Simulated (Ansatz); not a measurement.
The system is PtSe.

```
Pt Se
1.0
     3.70187    0.00000    0.00000
    -1.85094    3.20591    0.00000
     0.00000    0.00000    3.61284
Pt Se
1 1
Direct
  0.00000 0.00000 0.00000
  0.66667 0.33333 0.50000
```

The cell comes from a database or a generator and needn't be the stable form of this composition.

Base run:

* Program: Ansatz 0.2.0
* Functional: PBE
* Potentials or basis: Ansatz PAW
* Cutoff: 420 eV (not typed: the program's choice for these potentials)
* k mesh: 8 × 8 × 7
* Occupations: fermi-dirac, width 0.05 eV
* Spin: no spin polarisation

Its results: band gap on the k mesh none (metal or under the smearing width); pressure -11.4 GPa.

Task: The run is repeated on the same cell with these changes: spin from no spin polarisation to spin-orbit coupling, no magnetisation; potential files from those of the base run to others of the same set. What comes out?

Result: Band gap on the k mesh none (metal or under the smearing width); pressure -10.9 GPa.

Caveats: spin-orbit coupling is left out, which moves the levels of the heavy elements (some runs).
